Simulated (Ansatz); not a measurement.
# Ge2Sb2Te5: the cost of one run

Method: DFT PBEsol, scalar-relativistic, plane waves, PAW, in Ansatz 0.2.0.

2 further runs of the same task are left out: 2 set aside as unsound or not needed. Runs told in other sessions of the task aren't counted.

## 1. Starting point

The structure is trigonal, space group P-3m1 (No. 164). Conventional cell: a = 4.202 Å, b = 4.202 Å, c = 17.106 Å, α = 90.00°, β = 90.00°, γ = 120.00°. Around Ge (site symmetry 3m) lie 6 Te at 2.81 to 3.17 Å. Sb (site symmetry 3m) has 6 Te at 2.99 to 3.14 Å in its first shell of neighbours. Around Te (site symmetry -3m) lie 6 Sb at 3.14 Å. Around Te (site symmetry 3m) lie 3 Sb at 2.99 Å and 3 Ge at 3.17 Å. Te (site symmetry 3m) is surrounded by 3 Ge at 2.81 Å.

Coordinates:

```cif
data_structure
_symmetry_space_group_name_H-M 'P-3m1'
_symmetry_Int_Tables_number 164
_cell_length_a 4.2017
_cell_length_b 4.2017
_cell_length_c 17.1061
_cell_angle_alpha 90.000
_cell_angle_beta 90.000
_cell_angle_gamma 120.000
_cell_volume 261.54
loop_
_atom_site_label
_atom_site_type_symbol
_atom_site_symmetry_multiplicity
_atom_site_Wyckoff_symbol
_atom_site_fract_x
_atom_site_fract_y
_atom_site_fract_z
_atom_site_occupancy
Ge1 Ge 2 c 0.00000 0.00000 0.33811 1
Sb1 Sb 2 d 0.66667 0.33333 0.11669 1
Te1 Te 1 a 0.00000 0.00000 0.00000 1
Te2 Te 2 d 0.66667 0.33333 0.78106 1
Te3 Te 2 d 0.66667 0.33333 0.42068 1
```

It goes back to an entry of the Materials Project, which need not be the stable form.

It is the result of an earlier relaxation at this level (volume 29.06 Å³/atom; gap on the mesh: none (metal)).

## 2. The reference: the undisturbed cell on the scan's mesh

Input file input.yaml:

```yaml
crystal:
  lattice:
    - [-4.2017346381, 0.0, 0.0]
    - [-2.1008673191, -3.6388089366, 0.0]
    - [0.0, 0.0, 17.1060817248]
  atoms:
    - { symbol: Ge, position: [1.0, 1.0, 0.3381075964] }
    - { symbol: Ge, position: [0.0, 0.0, 0.6618924036] }
    - { symbol: Sb, position: [0.3333333333, 0.3333333333, 0.1166940753] }
    - { symbol: Sb, position: [0.6666666667, 0.6666666667, 0.8833059247] }
    - { symbol: Te, position: [0.0, 0.0, 0.0] }
    - { symbol: Te, position: [0.3333333333, 0.3333333333, 0.7810582649] }
    - { symbol: Te, position: [0.6666666667, 0.6666666667, 0.2189417351] }
    - { symbol: Te, position: [0.3333333333, 0.3333333333, 0.4206821737] }
    - { symbol: Te, position: [0.6666666667, 0.6666666667, 0.5793178263] }
basis:
  ecutwfc: 420
kpoints:
  mp_grid: { grid: [11, 11, 3] }
hamiltonian:
  xc: pbesol
scf:
  occupations: { method: gaussian, width: 0.15 }
output:
  forces: true
  stress: true
  eigenvalues: true
```

On the command line:

```console
> ansatz run input.yaml --threads 2 --pin off --max-ram 5120MiB --backend cpu --events-out ev --progress --plain --runs-dir out
```

**Question.** How long does this run take on 2 threads of Intel Xeon Platinum 8375C at 2.90GHz (Ice Lake), shared host, and how much memory does it need?

About 27 s, with a peak of 1 GiB.
